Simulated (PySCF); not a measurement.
# C3H3F3O2: the cost of one run

Programs: PySCF 2.14.0, with density-fitted response routines of our own. Each step states its level of theory. These are calculated values for one molecule in the gas phase, unless marked as measured. Atoms count from 0, in the outputs and in this text.

## 1. The molecule as given

11 atoms, charge 0, multiplicity 1; geometry from: GFN2-xTB. The atoms were then displaced at random by about 0.01 Å, so the start is not that level's minimum.

Bonds of the start (Å): F0–C1 1.36, C1–O2 1.39, O2–C3 1.35, C3–F4 1.38, C3–C5 1.54, C5–F6 1.35, C5–O7 1.40, O7–C1 1.37, C1–H8 1.10, C3–H9 1.11, C5–H10 1.11.

## 2. Geometry optimisation at PBE0-D3(BJ)/def2-SVP

The job: settings as JSON, then the geometry in Å.

```
{"job": {"xc": "PBE0", "basis": "def2-SVP", "d3": "d3bj", "grid": 1, "shake": 0.01, "kind": "geom"}, "charge": 0, "multiplicity": 1}
F      1.590910     0.393790    -1.456370
C      1.291290    -0.266570    -0.307280
O      0.242550    -1.139880    -0.561780
C     -0.886860    -0.561310    -0.111200
F     -1.486430    -1.384950     0.816450
C     -0.476080     0.766210     0.551070
F     -0.784140     1.808500    -0.254820
O      0.913180     0.621230     0.667650
H      2.216500    -0.775920     0.000260
H     -1.654280    -0.430920    -0.903260
H     -0.928550     0.943980     1.543610
```

Command:

```console
$ OMP_NUM_THREADS=1 python probes_run.py task.json out
```

One launch serves the whole session: the jobs run in the order shown.

Q: Estimate the wall time and peak memory of this first job on 1 thread of Arm Neoverse V2, shared host.

About 44 s, with a peak of 0.59 GiB.
